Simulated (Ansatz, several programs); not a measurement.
A 4-atom cell of CdS started from a crystallographic database, relaxed with PBE in Ansatz (plane waves, PAW): the symmetry is P6_3mc (No. 186, hexagonal); a = 4.197 Å, c = 6.828 Å in the conventional setting, 26.04 Å³ an atom. Around Cd lie 4 S at 2.57 Å; around S lie 4 Cd at 2.57 Å. The cell was then scaled with its shape and fractional coordinates held, which makes it stiffer than a relaxed compression. No spin polarisation and no zero-point or thermal motion.

| V (Å³/atom) | E (meV/atom) |
| --- | --- |
| 24.477 | 17.43 |
| 26.039 | 0.00 |
| 26.820 | 3.70 |
| 27.602 | 14.01 |

Question: Pass a cubic E = c₀ + c₁u + c₂u² + c₃u³, with u = V − 26.235 Å³, through these points.

Answer: c₀ = 0.24, c₁ = +2.451, c₂ = 6.180, c₃ = -0.4418 (meV and Å³).

Question: Where is the minimum, and what bulk modulus follows?

Answer: dE/du = 0 at u = -0.194, so V₀ = 26.04 Å³. B = V₀ d²E/dV² = 26.04 × (2c₂ + 6c₃u) = 26.04 × 12.875 = 335 meV/Å³, and 1 meV/Å³ is 0.16022 GPa: 54 GPa. A third-order Birch-Murnaghan fit to all five points gives 26.04 Å³ and 53 GPa.

Question: Predict the energy and the pressure at the withheld volume, 25.258 Å³.

Answer: With u = -0.977: E ≈ 4.16 meV and P = −dE/dV ≈ +1.74 GPa. The run gives 4.10 meV and, from its stress, +1.73 GPa.
